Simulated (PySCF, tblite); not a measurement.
# C₆H₇OS radical: geometry, infrared bands and EPR parameters

Aim: predict the infrared bands and EPR parameters of C₆H₇OS radical (`[C]#C[C@@H]1C[S@](=O)[C@H]1C`).

Computed with tblite 0.8.0 and PySCF 2.14.0, with density-fitted response routines of our own, on a single molecule in the gas phase. Atoms count from 0, in the outputs and in this text.

## 1. The starting structure

15 atoms, charge 0, multiplicity 2; geometry from: force field or distance geometry start.

Bonds of the start (Å): C0–C1 1.54, C1–C2 1.45, C2–C3 1.54, C3–S4 1.86, S4–O5 1.51, S4–C6 1.88, C6–C7 1.52, C6–C2 1.57, C2–H8 1.10, C3–H9 1.09, C3–H10 1.10, C6–H11 1.09, C7–H12 1.10, C7–H13 1.09, C7–H14 1.09.

## 2. Geometry optimisation with GFN2-xTB

Job settings and geometry (Å):

```
{"job": {"kind": "relax", "xc": "GFN2-xTB", "basis": "xTB"}, "charge": 0, "multiplicity": 2}
C      3.140200     0.678500    -1.538100
C      1.963500     0.261900    -0.633500
C      0.887500    -0.139800     0.246200
C      0.506100    -1.633300     0.154600
S     -1.246900    -1.192900     0.599800
O     -2.089200    -1.852300    -0.462900
C     -0.530200     0.325500    -0.247600
C     -1.053200     1.619700     0.347900
H      1.087600     0.166700     1.281800
H      0.596700    -2.109300    -0.818800
H      1.000200    -2.273700     0.904000
H     -0.674200     0.282900    -1.330600
H     -2.123000     1.750800     0.107800
H     -0.953100     1.643500     1.431100
H     -0.516400     2.479900    -0.063500
```

Started as:

```bash
> OMP_NUM_THREADS=1 python probes_run.py task.json out
```

The driver reads the jobs from task.json and runs them one after another.

**Question.** This job is followed by: GFN2-xTB harmonic vibrations, gas phase; UKS B3LYP, pcH-1 on C H O S, non-relativistic, mean-field spin-orbit, GIAO. What will the session give for the following? strongest single infrared mode (GFN2-xTB); zero-point energy (GFN2-xTB); g(iso) (B3LYP); ⟨S²⟩; largest a(iso) (averaged by class); surface potential, 1st and 99th percentile.

**Answer**, as computed:

| quantity | value |
| --- | --- |
| strongest single infrared mode (GFN2-xTB) | 1163 cm⁻¹, 330 km/mol |
| zero-point energy (GFN2-xTB) | 69.4 kcal/mol |
| g(iso) (B3LYP) | 2.00488 |
| ⟨S²⟩ | 0.759 (exact 0.75) |
| largest a(iso) (averaged by class) | 13C on C0, 722.0 MHz |
| surface potential, 1st and 99th percentile | -1.70 V and 1.56 V |

Over 68 steps the energy fell by 2.748 eV; of the close pairs, C0–C1 changed most, 1.542 to 1.198 Å. No mode is imaginary among the 39: a minimum at this level. The strongest single mode, at 1163 cm⁻¹, moves mainly O5 and S4. Unscaled tight-binding wavenumbers are off by several per cent, some by more. Its intensities can rank the bands wrongly. Most of the unpaired spin sits on C0 (0.91 e). The isotropic g lies 2.6 ppt above the free-electron value.
